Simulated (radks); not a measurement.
**Nd in [Kr] 4d10 4f4 5s2 5p4 6s2 6p2: an all-electron calculation**

What are the levels of neutral neodymium, how large are its shells, and how does its energy divide?

Method: Dirac Kohn-Sham, LDA (Slater exchange, Perdew-Wang correlation), spin-unpolarised, spherical densities, point nucleus; open shells fill j = l - 1/2 first. Code: radks (a radial shooting solver on a logarithmic mesh, Libxc functionals) version 1.

## Step 1: The system

```
element       : neodymium (Z = 60)
charge        : 0
electrons     : 60
configuration : [Kr] 4d10 4f4 5s2 5p4 6s2 6p2
```

## Step 2: The calculation

Settings of this run:

```text
Z 60
configuration [Kr] 4d10 4f4 5s2 5p4 6s2 6p2
relativity Dirac
functional lda,pw
spin unpolarised
j_filling energy
nucleus point
c 137.035999084
```

Q: Predict the outcome of this run.

The runs gave:

| quantity | value |
| --- | --- |
| total energy | -9621.3018 hartree |
| exchange-correlation share of it | 2.24 % |
| −T/E | 1.0783 |
| highest occupied level | 6p1/2, -3.170 eV |
| most extended occupied level | 6p1/2, <r> = 4.56 bohr |
| radius at density 0.001 e/bohr³ | 5.80 bohr |
| maxima of the radial density | 4 |

What this shows: The radial density shows 4 maxima for 6 occupied principal shells; where shells overlap, one shows as a shoulder or not at all. −T/E is 1.078: with relativity the kinetic term as defined here no longer equals −E. This is not the tabulated ground configuration, so its levels and sizes aren't those of the ground state, and no measured value stands beside it.
